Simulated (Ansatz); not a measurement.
**C: relaxation**

Aim: relax C.

Program: Ansatz 0.2.0. Level of theory: DFT PBE, scalar-relativistic, plane waves, PAW. These are calculated values, not measurements.

It takes space group Fd-3m (No. 227, cubic). Conventional cell: a = 3.567 Å, b = 3.567 Å, c = 3.567 Å, α = 90.00°, β = 90.00°, γ = 90.00°. C (site symmetry -43m) is surrounded by 4 C at 1.54 Å.

Coordinates:

```
CELL_PARAMETERS angstrom
0.00000 1.78340 1.78340
1.78340 0.00000 1.78340
1.78340 1.78340 0.00000
ATOMIC_POSITIONS crystal
C 0.50000 0.50000 0.50000
C 0.75000 0.75000 0.75000
```

Source of the structure: the Crystallography Open Database.

The structure above is the start of the run; the results belong to its end.

```
                   quantity                                                                      value
relaxed cell (conventional)  a = 3.571 Å, b = 3.571 Å, c = 3.571 Å, α = 90.00°, β = 90.00°, γ = 90.00°
       space group (0.01 Å)                                                            Fd-3m (No. 227)
                     volume                                                               5.69 Å³/atom
            gap on the mesh                                                                    4.15 eV
```

In words: Relaxation left the volume within 0.5 % of the start. Measured lattice constant a of C: 3.567 Å (powder; quoted in “Characterization of the Materials Synthesized by High Pressure-High Temperature Treatment of a Polymer Derived t-BC2N Ceramic”, 2011, pmc:5448883). This calculation gives 3.571 Å (+0.1 %). That is the cell relaxed with PBE, without thermal expansion or zero-point motion.

These are semilocal Kohn-Sham gaps, which aren't the measured quantity. Such gaps usually fall short of the measured ones.

**Question.** Which input and command would start the relaxation behind these results?

A: The one used for the relaxation. It is one of several that fit.

input.yaml

```yaml
crystal:
  lattice:
    - [0.0, 1.7834, 1.7834]
    - [1.7834, 0.0, 1.7834]
    - [1.7834, 1.7834, 0.0]
  atoms:
    - { symbol: C, position: [0.5, 0.5, 0.5] }
    - { symbol: C, position: [0.75, 0.75, 0.75] }
basis:
  ecutwfc: 420
kpoints:
  mp_grid: { grid: [12, 12, 12] }
hamiltonian:
  xc: pbe
scf:
  occupations: { method: gaussian, width: 0.02 }
output:
  forces: true
  stress: true
  eigenvalues: true
relax:
  adjacent_minimum: "off"
  f_tol: 0.005
  max_steps: 80
  cell: { stress_tol: 0.05 }
```

Started as:

```sh
ansatz run input.yaml --threads 4 --pin off --max-ram 12288MiB --backend cpu --events-out ev --progress --plain --runs-dir out
```
